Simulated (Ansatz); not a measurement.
**TiSi+ (quartet): wave-function methods side by side, def2-QZVPP**

An exercise on one series of results from a longer session: the logs are not shown, and one member is left open.

The runs use Ansatz 0.2.0, Gaussian basis; def2-QZVPP, core rule «outside noble gas», up to 14 orbitals frozen.

Plan: UHF; ROHF; CCSD(T) on UHF.

2 further runs of the same task are left out: 2 set aside as unsound or not needed.

## What is computed

The geometry is a PBE0/def2-TZVP stationary point (not a proven minimum) of the parent state, kept for this charge and spin.

2 atoms, charge 1, spin multiplicity 4.

Atoms are counted from 1 here; the program's logs count them from 0.

Bond lengths: Ti1–Si2 2.462 Å.

Set-up of the first run:

File in.yaml:

```yaml
crystal:
  periodic: [false, false, false]
  atoms:
    - {symbol: Ti, position_ang: [0.000000, 0.000000, 0.000000]}
    - {symbol: Si, position_ang: [0.000000, 0.000000, 2.461600]}
basis:
  gaussian: {orbitals: "def2-QZVPP.json"}
total_charge: 1
magnetization: {spin_polarized: true, initial_magnetization: 3}
hamiltonian: {xc: hf}
output: {orbitals: {seedname: orbitals}}
```

On the command line:

```bash
ansatz run in.yaml --threads 1 --pin off --events-out ev --progress --plain --max-ram 4096MiB --backend cpu
```

Among the steps run: UHF; ROHF; CCSD(T) on UHF.

One of the session's tables, all rows but one given; the rest of the session is left out.

| method | from UCCSD(T) (kJ/mol) |
| --- | --- |
| ROHF | +442.4 |
| UMP2 | +136.2 |
| UCCSD | ? |
| UCCSD(T) | 0 |

Estimate the missing values for UCCSD.

**Answer.** from UCCSD(T) (kJ/mol): +30.2. In the column «from UCCSD(T) (kJ/mol)» it lies between UCCSD(T) (0) and UMP2 (+136.2).

Left out of the table: UHF (another determinant or state than the rows shown).

To keep in mind: The determinant is far from a pure spin state, so its energy mixes those of several spin states (harmless only where they are near-degenerate, as at dissociation). Warnings: spin contamination; coupled cluster took another determinant than the lowest.
